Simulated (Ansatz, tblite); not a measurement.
# C20H12S5: a ladder of methods and basis sets

Aim: run the singlet of C20H12S5 at one geometry on many levels, and compare frontier levels, spin and run time.

Program: Ansatz 0.2.0, Gaussian basis. Level of theory: as each input shows. These are calculated values, not measurements.

Plan: GFN1-xTB, GFN2-xTB, PBE-D4/def2-TZVP, r2SCAN-D4/def2-TZVP, B3LYP-D4/def2-TZVP, CAM-B3LYP-D4/def2-TZVP, B2PLYP/def2-TZVP, LC-ωPBE(0.10)/def2-SVP, LC-ωPBE(0.15)/def2-SVP, LC-ωPBE(0.20)/def2-SVP, LC-ωPBE(0.30)/def2-SVP, PBE-D4/def2-SVP, PBE0-D4/def2-SVP, MP2/def2-SVP, RPA/def2-SVP.

**1. The geometry**

The geometry is that of the singlet, from an earlier relaxation (PBE-D4/def2-SVP).

SMILES `c1csc(-c2ccc(-c3ccc(-c4ccc(-c5cccs5)s4)s3)s2)c1`, 37 atoms, charge 0, spin multiplicity 1.

Bond lengths: C1–C2 1.383 Å, C1–C25 1.423 Å, C1–H26 1.098 Å, C2–S3 1.731 Å, C2–H27 1.097 Å, S3–C4 1.754 Å, C4–C5 1.444 Å, C4–C25 1.395 Å, C5–C6 1.395 Å, C5–S24 1.752 Å, C6–C7 1.414 Å, C6–H28 1.099 Å, C7–C8 1.397 Å, C7–H29 1.099 Å, C8–C9 1.440 Å, C8–S24 1.754 Å, C9–C10 1.397 Å, C9–S23 1.754 Å and more. Angles: C2–C1–C25 112.7°, C2–C1–H26 123.2°, C25–C1–H26 124.0°, C1–C2–S3 111.7°, C1–C2–H27 128.6°, S3–C2–H27 119.7°, C2–S3–C4 92.1°, S3–C4–C5 120.5°, S3–C4–C25 110.2°, C5–C4–C25 129.3°, C4–C5–C6 129.3°, C4–C5–S24 120.4°, C6–C5–S24 110.3°, C5–C6–C7 113.6°, C5–C6–H28 122.4°, C7–C6–H28 123.9°, C6–C7–C8 113.5°, C6–C7–H29 123.9° and more.

PBE0-D4/def2-TZVP was run before; its log isn't repeated, and its numbers join the tables.

**2. GFN1-xTB**

Tight binding, by tblite at 300 K electronic temperature and without a spin-polarisation term:

```python
tblite.interface.Calculator('GFN1-xTB', numbers, positions, charge=0, uhf=0).singlepoint()
```

Energy -1828.2275 eV, HOMO -10.22 eV, LUMO -8.61 eV; 0.089 s.

**3. GFN2-xTB**

Tight binding, by tblite at 300 K electronic temperature and without a spin-polarisation term:

```python
tblite.interface.Calculator('GFN2-xTB', numbers, positions, charge=0, uhf=0).singlepoint()
```

Energy -1772.2616 eV, HOMO -9.64 eV, LUMO -8.07 eV; 0.091 s.

**4. PBE-D4/def2-TZVP**

start.molden holds the orbitals of an earlier run on this state, given as this run's starting guess.

in.yaml

```yaml
crystal:
  periodic: [false, false, false]
  atoms:
    - {symbol: C, position_ang: [-8.502195, 1.809650, -0.254969]}
    - {symbol: C, position_ang: [-9.091165, 0.559647, -0.204498]}
    - {symbol: S, position_ang: [-7.908715, -0.702412, -0.130955]}
    - {symbol: C, position_ang: [-6.585003, 0.447219, -0.166988]}
    - {symbol: C, position_ang: [-5.215467, -0.008906, -0.126186]}
    - {symbol: C, position_ang: [-4.718906, -1.311064, -0.055109]}
    - {symbol: C, position_ang: [-3.306744, -1.378182, -0.030897]}
    - {symbol: C, position_ang: [-2.687945, -0.126996, -0.082881]}
    - {symbol: C, position_ang: [-1.285072, 0.195916, -0.074187]}
    - {symbol: C, position_ang: [-0.661669, 1.444776, -0.135357]}
    - {symbol: C, position_ang: [0.749623, 1.374615, -0.100846]}
    - {symbol: C, position_ang: [1.242316, 0.070371, -0.012362]}
    - {symbol: C, position_ang: [2.605164, -0.390130, 0.046592]}
    - {symbol: C, position_ang: [3.094094, -1.697119, 0.115914]}
    - {symbol: C, position_ang: [4.505409, -1.773439, 0.151388]}
    - {symbol: C, position_ang: [5.130993, -0.526383, 0.115646]}
    - {symbol: C, position_ang: [6.546343, -0.233303, 0.146562]}
    - {symbol: C, position_ang: [7.595340, -1.076724, 0.513495]}
    - {symbol: C, position_ang: [8.872196, -0.457714, 0.415122]}
    - {symbol: C, position_ang: [8.801199, 0.853477, -0.019885]}
    - {symbol: S, position_ang: [7.167722, 1.335117, -0.327596]}
    - {symbol: S, position_ang: [3.935367, 0.752249, 0.045615]}
    - {symbol: S, position_ang: [-0.083204, -1.077252, 0.028603]}
    - {symbol: S, position_ang: [-3.895285, 1.142817, -0.163146]}
    - {symbol: C, position_ang: [-7.081047, 1.749306, -0.233910]}
    - {symbol: H, position_ang: [-9.077399, 2.744093, -0.305530]}
    - {symbol: H, position_ang: [-10.158094, 0.306133, -0.205902]}
    - {symbol: H, position_ang: [-5.375600, -2.191475, -0.021406]}
    - {symbol: H, position_ang: [-2.738037, -2.317015, 0.023354]}
    - {symbol: H, position_ang: [-1.227570, 2.384328, -0.203919]}
    - {symbol: H, position_ang: [1.408783, 2.253094, -0.139849]}
    - {symbol: H, position_ang: [2.432369, -2.574478, 0.129252]}
    - {symbol: H, position_ang: [5.067655, -2.716203, 0.180320]}
    - {symbol: H, position_ang: [7.434265, -2.104738, 0.864880]}
    - {symbol: H, position_ang: [9.817928, -0.957474, 0.665648]}
    - {symbol: H, position_ang: [9.618630, 1.566719, -0.179953]}
    - {symbol: H, position_ang: [-6.426269, 2.631480, -0.266064]}
basis:
  gaussian: {orbitals: def2-TZVP, fitting: {mean_field: def2-universal-jkfit}, initial_orbitals: start.molden}
hamiltonian: {xc: pbe, dispersion: d4}
scf: {omitted_lower_state_checks: [starts]}
output: {forces: true, orbitals: {seedname: orbitals}}
```

On the command line:

```sh
$ ansatz run in.yaml --threads 2 --pin off --events-out ev --progress --plain --max-ram 32768MiB --backend cuda --devices 0, --max-vram 18GiB
```

After this run come: r2SCAN-D4/def2-TZVP; B3LYP-D4/def2-TZVP; CAM-B3LYP-D4/def2-TZVP; B2PLYP/def2-TZVP; LC-ωPBE(0.10)/def2-SVP; LC-ωPBE(0.15)/def2-SVP; LC-ωPBE(0.20)/def2-SVP; LC-ωPBE(0.30)/def2-SVP; PBE-D4/def2-SVP; PBE0-D4/def2-SVP; MP2/def2-SVP; RPA/def2-SVP.

Q: Predict the results of all the runs planned. Wanted: gap in def2-TZVP, named functionals, smallest and largest; gap over the ω; correlation energy, MP2/def2-SVP; binding an atom, functionals in def2-TZVP; PBE0 total energy, smallest basis above largest.

As calculated:

| quantity | value |
| --- | --- |
| gap in def2-TZVP, named functionals, smallest and largest | 1.64 eV (PBE-D4), 4.78 eV (CAM-B3LYP-D4) |
| gap over the ω (1/bohr) | 4.20 eV at 0.1, 6.40 eV at 0.3 |
| correlation energy, MP2/def2-SVP | -89.27 eV |
| binding an atom, functionals in def2-TZVP | 5.08 (CAM-B3LYP-D4) to 5.36 eV (PBE-D4) |
| PBE0 total energy, smallest basis above largest | 40.72 eV (def2-SVP, def2-TZVP) |

What this shows: Over the named functionals in def2-TZVP the gap runs from 1.64 eV (PBE-D4) to 4.78 eV (CAM-B3LYP-D4); exact exchange widens it. Raising the ω (1/bohr) from 0.1 to 0.3 moves the HOMO by -1.34 eV and the LUMO by +0.87 eV.
